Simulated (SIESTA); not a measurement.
Write the native input for SIESTA 5.4.2 that does the following.

* Task: band structure
* Functional: PBEsol
* Potentials or basis: PseudoDojo 0.4 standard with PseudoDojo 3+ lanthanides (4f in the core) (PBE and PBEsol files)
* Basis: DZP (energy shift 0.003 Ry; two zetas on semicore shells)
* Grid cutoff: 800 Ry
* Energy shift: 0.003 Ry
* k mesh: 8 × 8 × 7
* Occupations: fermi-dirac, width 0.05 eV
* Spin: collinear spin, ferromagnetic start
* Starting moments: [3.0, 0.0, 0.0] μB

ErSi2:

```
Er Si
1.0
     4.07007    0.00000    0.00000
    -2.03504    3.52478    0.00000
     0.00000    0.00000    3.86153
Er Si
1 2
Direct
  0.00000 0.00000 0.00000
  0.33333 0.66667 0.50000
  0.66667 0.33333 0.50000
```

The cell comes from a database or a generator and needn't be the stable form of this composition.

These files were run (other wordings do the same):

ErSi2.fdf

```
SystemName                      ErSi2
SystemLabel                     ErSi2
NumberOfSpecies                 2
NumberOfAtoms                   3
%block ChemicalSpeciesLabel
  1  68 Er
  2  14 Si
%endblock ChemicalSpeciesLabel

LatticeConstant                 1.0 Ang
%block LatticeVectors
     4.0700706060     0.0000000000     0.0000000000
    -2.0350353030     3.5247845400     0.0000000000
     0.0000000000     0.0000000000     3.8615268000
%endblock LatticeVectors
AtomicCoordinatesFormat         Fractional
%block AtomicCoordinatesAndAtomicSpecies
     0.0000000000     0.0000000000     0.0000000000  1  Er
     0.3333333333     0.6666666667     0.5000000000  2  Si
     0.6666666667     0.3333333333     0.5000000000  2  Si
%endblock AtomicCoordinatesAndAtomicSpecies

%block kgrid.MonkhorstPack
    8   0   0  0.0
    0   8   0  0.0
    0   0   7  0.0
%endblock kgrid.MonkhorstPack
XC.Functional                   GGA
XC.Authors                      PBEsol
PAO.BasisSize                   DZP
PAO.EnergyShift                 0.003 Ry
Mesh.Cutoff                     800 Ry
Spin                            polarized
%block DM.InitSpin
    1   3.000
    2   0.000
    3   0.000
%endblock DM.InitSpin
OccupationFunction              FD
ElectronicTemperature           0.05 eV
MaxSCFIterations                200
SCF.MustConverge                false
SCF.Mixer.Method                Pulay
SCF.Mixer.Weight                0.1
SCF.Mixer.History               10
SCF.DM.Tolerance                5.0e-05
SCF.H.Tolerance                 1.0e-03 eV
WriteForces                     true
Charge.Mulliken                 end
BandLinesScale                  ReciprocalLatticeVectors
%block BandLines
    1    0.000000   0.000000   0.000000  \Gamma
   10    0.500000   0.000000   0.000000  M
    6    0.333333   0.333333   0.000000  K
   11    0.000000   0.000000   0.000000  \Gamma
    9    0.000000   0.000000   0.500000  A
   10    0.500000   0.000000   0.500000  L
    6    0.333333   0.333333   0.500000  H
   11    0.000000   0.000000   0.500000  A
    1    0.500000   0.000000   0.500000  L
    9    0.500000   0.000000   0.000000  M
    1    0.333333   0.333333   0.000000  K
    9    0.333333   0.333333   0.500000  H
%endblock BandLines
%block SyntheticAtoms
  1
  6 6 5 5
  2.0 0.0 1.0 0.0
%endblock SyntheticAtoms
%block PAO.Basis
  Er 5
  n=5 0 2
    3.497 0.000
  n=6 0 2
    8.378 0.000
  n=5 1 2
    4.240 0.000
  n=6 1 1
    8.378
  n=5 2 2
    8.686 0.000
%endblock PAO.Basis
```

Potentials or basis: PseudoDojo 0.4 standard with PseudoDojo 3+ lanthanides (4f in the core) (PBE and PBEsol files), DZP (energy shift 0.003 Ry; two zetas on semicore shells).

The run is started by

```bash
$ siesta < ErSi2.fdf > ErSi2.out 2>&1
```

It gave:

- Pressure: -1.8 GPa
- Band gap on the k mesh: none (metal or under the smearing width)
- Net moment: 0.00 μB per cell

Caveat: the magnetic or orbital state may not be the lowest; the potentials were made for another functional, which shifts forces and pressure; short orbitals over semicore shells can move pressures by several GPa; spin-orbit coupling is left out, which moves the levels of the heavy elements; the 4f electrons are frozen in the core as for a trivalent ion, so they carry no moment and show no levels; the basis of atomic orbitals isn't converged, which shifts pressures, moduli and gaps.

It took 3.8 min on 1 thread of Intel(R) Xeon(R) 6975P-C (Granite Rapids), with other jobs on the host, peak memory 0.5 GiB.
